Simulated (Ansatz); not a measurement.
# MoW3: the cost of one run

Method: DFT PBE, scalar-relativistic, plane waves, PAW, in Ansatz 0.2.0.

## (1) The structure to begin with

Symmetry: P4/mmm, No. 123, tetragonal system. The conventional cell has a = 4.625 Å, b = 4.625 Å, c = 3.271 Å, α = 90.00°, β = 90.00°, γ = 90.00°. Around Mo (site symmetry 4/mmm) lie 8 W at 2.83 Å. Around W (site symmetry mmm) lie 4 Mo at 2.83 Å and 4 W at 2.83 Å. W (site symmetry 4/mmm) is surrounded by 8 W at 2.83 Å.

Coordinates:

```
CELL_PARAMETERS angstrom
4.62544 0.00000 0.00000
0.00000 4.62544 0.00000
0.00000 0.00000 3.27068
ATOMIC_POSITIONS crystal
Mo 0.00000 0.00000 0.50000
W 0.00000 0.50000 0.00000
W 0.50000 0.50000 0.50000
W 0.50000 0.00000 0.00000
```

The start is an ordering of an alloy on its end members' structure types: elements ordered on the sites of the Zr type, Mo/W on Zr (P4/mmm, No. 123).

## (2) Probe: one point on a coarse mesh

Contents of input.yaml:

```yaml
crystal:
  lattice:
    - [4.62543648, 0.0, 0.0]
    - [0.0, 4.62543648, 0.0]
    - [0.0, 0.0, 3.2706775]
  atoms:
    - { symbol: Mo, position: [0.0, 0.0, 0.5] }
    - { symbol: W, position: [0.0, 0.5, 0.0] }
    - { symbol: W, position: [0.5, 0.5, 0.5] }
    - { symbol: W, position: [0.5, 0.0, 0.0] }
basis:
  ecutwfc: 420
kpoints:
  mp_grid: { grid: [4, 4, 6] }
hamiltonian:
  xc: pbe
scf:
  occupations: { method: gaussian, width: 0.1 }
  lower_state_search: "off"
output:
  forces: true
  stress: true
  eigenvalues: true
```

The run is started by

```bash
> ansatz run input.yaml --threads 1 --pin off --max-ram 2560MiB --backend cpu --events-out ev --progress --plain --runs-dir out
```

What time and memory should one allow on 1 thread of Intel Xeon at 2.70GHz, shared host?

About 3.2 s, with a peak of 0.38 GiB.
